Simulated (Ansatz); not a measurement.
# Al4Ir: the cost of one run

Computed with Ansatz 0.2.0 (DFT PBE, scalar-relativistic, plane waves, PAW, unless a step's input says otherwise).

1 further run of the same task is left out (set aside as unsound or not needed).

## (1) Starting point

It takes space group P6/mmm (No. 191, hexagonal). Conventional cell: a = 5.303 Å, b = 5.303 Å, c = 4.520 Å, α = 90.00°, β = 90.00°, γ = 120.00°. Al (site symmetry mmm) is surrounded by 6 Al at 2.65 Å. Al (site symmetry 6/mmm) is surrounded by 2 Ir at 2.26 Å. Around Ir (site symmetry 6/mmm) lie 2 Al at 2.26 Å.

Structure file:

```
CELL_PARAMETERS angstrom
5.30310 0.00000 0.00000
-2.65155 4.59262 0.00000
0.00000 0.00000 4.52028
ATOMIC_POSITIONS crystal
Al 0.50000 0.00000 0.00000
Al 0.00000 0.50000 0.00000
Al 0.50000 0.50000 0.00000
Al 0.00000 0.00000 0.00000
Ir 0.00000 0.00000 0.50000
```

It is the end of an earlier relaxation with the same method, from a generated guess; it needn't be the stable form of this composition. At a tolerance of 0.05 Å it has space group P6/mmm (No. 191); it has 22.02 Å³/atom, an uncorrected energy of +0.70 eV/atom over the elements.

## (2) Bands, states and charges

The input, input.yaml:

```yaml
crystal:
  lattice:
    - [5.3030976271, 0.0, 0.0]
    - [-2.6515488135, 4.5926172639, 0.0]
    - [0.0, 0.0, 4.5202799803]
  atoms:
    - { symbol: Al, position: [0.5, 0.0, 0.0] }
    - { symbol: Al, position: [0.0, 0.5, 0.0] }
    - { symbol: Al, position: [0.5, 0.5, 0.0] }
    - { symbol: Al, position: [0.0, 0.0, 0.0] }
    - { symbol: Ir, position: [0.0, 0.0, 0.5] }
basis:
  ecutwfc: 420
kpoints:
  mp_grid: { grid: [12, 12, 8] }
  band_path:
    path:
      - [[0.0, 0.0, 0.0], [0.5, 0.0, 0.0], [0.33333333, 0.33333333, 0.0], [0.0, 0.0, 0.0], [0.0, 0.0, 0.5], [0.5, 0.0, 0.5], [0.33333333, 0.33333333, 0.5], [0.0, 0.0, 0.5]]
      - [[0.5, 0.0, 0.5], [0.5, 0.0, 0.0]]
      - [[0.33333333, 0.33333333, 0.5], [0.33333333, 0.33333333, 0.0]]
    npoints: 14
hamiltonian:
  xc: pbe
scf:
  occupations: { method: gaussian, width: 0.1 }
  n_extra_bands: 12
output:
  forces: true
  stress: true
  eigenvalues: true
  populations: true
  dos: { projected: true, de: 0.02, nscf_kmesh: { grid: [15, 15, 10] } }
  bader: true
  write_density: true
  write_potential: true
  elf: true
  volumetric_format: npy
```

Started as:

```console
$ ansatz run input.yaml --threads 1 --pin off --max-ram 2560MiB --backend cpu --events-out ev --progress --plain --runs-dir out
```

**Question.** How long does this run take on 1 thread of Arm Neoverse V1, shared host, and how much memory does it need?

About 2 min, with a peak of 0.56 GiB.
